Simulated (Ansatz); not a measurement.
# SnGeP6: the cost of one run

Program: Ansatz 0.2.0. Level of theory: DFT PBE, scalar-relativistic, plane waves, PAW, unless a step names another level. These are calculated values, not measurements.

### Step 1. Starting point

The structure is trigonal, space group R3m (No. 160). Conventional cell: a = 7.289 Å, b = 7.289 Å, c = 10.459 Å, α = 90.00°, β = 90.00°, γ = 120.00°. Sn (site symmetry 3m) is surrounded by 6 P at 2.64 to 2.90 Å. Around Ge (site symmetry 3m) lie 3 P at 2.57 Å. Around P (site symmetry m) lie 2 P at 2.24 Å and 1 Ge at 2.57 Å. P (site symmetry m) has 2 P at 2.24 Å and 2 Sn at 2.64 to 2.90 Å as nearest neighbours.

As a file:

```
CELL_PARAMETERS angstrom
3.64474 2.10429 3.48637
-3.64474 2.10429 3.48637
0.00000 -4.20858 3.48637
ATOMIC_POSITIONS crystal
Sn 0.75386 0.75386 0.75386
Ge 0.23685 0.23685 0.23685
P 0.28662 0.28662 0.76197
P 0.24145 0.69982 0.69982
P 0.28662 0.76197 0.28662
P 0.76197 0.28662 0.28662
P 0.69982 0.69982 0.24145
P 0.69982 0.24145 0.69982
```

It came out lowest among 23 distinct ends of the trial cells. At a tolerance of 0.05 Å it has space group R3m (No. 160).

### Step 2. Relaxing to 0.001 eV/Å, on the response runs' mesh and smearing

Input file input.yaml:

```yaml
crystal:
  lattice:
    - [3.6447390504, 2.1042910719, 3.4863705711]
    - [-3.6447390504, 2.1042910719, 3.4863705711]
    - [0.0, -4.2085821438, 3.4863705711]
  atoms:
    - { symbol: Sn, position: [0.7538551127, 0.7538551127, 0.7538551127] }
    - { symbol: Ge, position: [0.236851786, 0.236851786, 0.236851786] }
    - { symbol: P, position: [0.2866169006, 0.2866169006, 0.7619729839] }
    - { symbol: P, position: [0.2414523784, 0.699816969, 0.699816969] }
    - { symbol: P, position: [0.2866169006, 0.7619729839, 0.2866169006] }
    - { symbol: P, position: [0.7619729839, 0.2866169006, 0.2866169006] }
    - { symbol: P, position: [0.699816969, 0.699816969, 0.2414523784] }
    - { symbol: P, position: [0.699816969, 0.2414523784, 0.699816969] }
basis:
  ecutwfc: 420
kpoints:
  mp_grid: { grid: [6, 6, 6] }
hamiltonian:
  xc: pbe
scf:
  occupations: { method: gaussian, width: 0.1 }
output:
  forces: true
  stress: true
  eigenvalues: true
  write_density: true
  write_potential: true
  elf: true
  volumetric_format: npy
relax:
  adjacent_minimum: "off"
  f_tol: 0.001
  max_steps: 60
  cell: { stress_tol: 0.01 }
```

Launch:

```
$ ansatz run input.yaml --threads 3 --pin off --max-ram 7680MiB --backend cpu --events-out ev --progress --plain --runs-dir out
```

What time and memory should one allow on 3 threads of Intel Xeon Platinum 8259CL at 2.50GHz (Skylake/Cascade Lake), shared host?

About 36 s, with a peak of 0.61 GiB.
